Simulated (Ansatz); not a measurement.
Run this with Ansatz's Python interface and show what comes out.

Script `run_x2c.py`:
```python
"""Scalar relativity in CuH."""

import ansatz
import numpy as np

geometry = (
    ansatz.Crystal.molecule()
    .atom("Cu", (0.0, 0.0, 0.0))
    .atom("H", (0.0, 0.0, 1.455))
)

setup = (
    geometry.calculation()
    .functional("B3LYP", dispersion="d3bj")
    .forces()
)
# a set contracted for a scalar-relativistic Hamiltonian goes with the relativistic run
sets = {"none": "cc-pVTZ", "scalar": "cc-pVTZ-DK"}
found = {kind: setup.basis(gaussian=basis).pseudopotentials(relativity=kind).run(threads=1).report for kind, basis in sets.items()}
for kind, each in found.items():
    dipole = 4.803205 * np.linalg.norm(each["charge_distribution"]["dipole_moment_e_ang"])
    print(f"{kind:7s} E = {each['free_energy_ev']:.4f} eV  dipole {dipole:.3f} D  largest force component {np.abs(each['forces_ev_ang']).max():.4f} eV/A")
print(f"relativity lowers the total energy by {found['none']['free_energy_ev'] - found['scalar']['free_energy_ev']:.3f} eV")
```

Running `python run_x2c.py` prints:
```text
none    E = -44658.9958 eV  dipole 2.639 D  largest force component 0.3576 eV/A
scalar  E = -45046.9798 eV  dipole 2.442 D  largest force component 0.0465 eV/A
relativity lowers the total energy by 387.984 eV
```

The total moves by -388.0 eV, nearly all in the cores, and the dipole from 2.64 to 2.44 D.

Reading the output:
- Total energies depend on the basis set; only differences at equal settings carry meaning.
- The geometry is a force-field or estimated start, not a minimum of this method. The basis set changes with the Hamiltonian (a set recontracted for scalar relativity), and most of the change in the total lies in the cores.
- b3lyp holds the VWN-RPA fit, as in Gaussian; the form of ORCA and Turbomole is b3lyp5.
- Timing: 3.2 s on 1 thread of Arm Neoverse V2, on a shared host, peak memory 0.2 GiB.
